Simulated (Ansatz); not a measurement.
# C2H4Cl2Si: up Jacob's ladder to CCSD(T)

The task here is to estimate one member of a computed series from the others.

Method: functionals in def2-TZVPP, the program's frozen cores in correlated methods; program: Ansatz 0.2.0, Gaussian basis.

Plan: PBE-D4, r2SCAN-D4, PBE0-D4, B3LYP-D4, ωB97X-V, ωB97M-V, B2PLYP; CCSD(T)/def2-TZVPP; MP2/def2-QZVPP; extrapolation to the limit.

### Structure used throughout

An earlier PBE0-D4 in a triple-zeta def2 set relaxation fixed the geometry.

SMILES `ClC1(Cl)C[SiH2]1`, 9 atoms, charge 0, spin multiplicity 1.

Atoms are counted from 1 here; the program's logs count them from 0.

Bond lengths: Cl1–C2 1.758 Å, C2–Cl3 1.758 Å, C2–C4 1.529 Å, C2–Si5 1.861 Å, C4–Si5 1.860 Å, C4–H6 1.085 Å, C4–H7 1.085 Å, Si5–H8 1.475 Å, Si5–H9 1.475 Å. Angles: Cl1–C2–Cl3 112.8°, Cl1–C2–C4 115.1°, Cl1–C2–Si5 120.0°, Cl3–C2–C4 115.0°, Cl3–C2–Si5 119.9°, C4–C2–Si5 65.7°, C2–C4–Si5 65.8°, C2–C4–H6 115.1°, C2–C4–H7 115.0°, Si5–C4–H6 119.5°, Si5–C4–H7 119.4°, H6–C4–H7 113.4°, C2–Si5–C4 48.5°, C2–Si5–H8 118.2°, C2–Si5–H9 118.1°, C4–Si5–H8 119.2°, C4–Si5–H9 119.2°, H8–Si5–H9 116.5°.

Set-up of the first run:

in.yaml

```yaml
crystal:
  periodic: [false, false, false]
  atoms:
    - {symbol: Cl, position_ang: [0.161083, -1.910586, -1.369168]}
    - {symbol: C, position_ang: [0.520487, -0.685734, -0.160160]}
    - {symbol: Cl, position_ang: [2.084656, -0.923870, 0.606765]}
    - {symbol: C, position_ang: [0.220595, 0.752360, -0.585748]}
    - {symbol: Si, position_ang: [-0.863948, 0.121423, 0.786687]}
    - {symbol: H, position_ang: [1.002573, 1.470566, -0.361605]}
    - {symbol: H, position_ang: [-0.190661, 0.859438, -1.584235]}
    - {symbol: H, position_ang: [-2.248014, -0.286406, 0.479274]}
    - {symbol: H, position_ang: [-0.598372, 0.556510, 2.171089]}
basis:
  gaussian: {orbitals: def2-TZVPP}
hamiltonian: {xc: pbe, dispersion: d4}
output: {forces: true, orbitals: {seedname: orbitals}}
```

Started as:

```sh
$ ansatz run in.yaml --threads 4 --pin off --events-out ev --progress --plain --max-ram 10444MiB
```

Steps of the session up to this table: PBE-D4 (GGA); r2SCAN-D4 (meta-GGA); PBE0-D4 (hybrid); B3LYP-D4 (hybrid); ωB97X-V (range-separated); ωB97M-V (range-separated); B2PLYP (double hybrid); CCSD(T) in def2-TZVPP; MP2 in def2-QZVPP.

One of the session's tables, all rows but one given; the rest of the session is left out.

```
            method  atomisation energy (eV)
            PBE-D4                   32.078
         r2SCAN-D4                   31.426
           PBE0-D4                   31.511
          B3LYP-D4                        ?
           ωB97X-V                   31.375
           ωB97M-V                   31.370
            B2PLYP                   30.623
     HF/def2-TZVPP                   21.996
    MP2/def2-TZVPP                   30.986
   CCSD/def2-TZVPP                   29.554
CCSD(T)/def2-TZVPP                   30.194
           MP2/CBS                   31.960
       CCSD(T)/CBS                   31.168
```

Estimate the missing values for B3LYP-D4.

As computed: atomisation energy (eV): 30.959. In the column «atomisation energy (eV)» it lies between B2PLYP (30.623) and MP2/def2-TZVPP (30.986).

Caveats from the session: Free atoms (2 Cl, 2 C, 1 Si, 4 H) were run apart at each level; the atomisation energy is their sum less the molecule, without zero-point or spin-orbit terms.
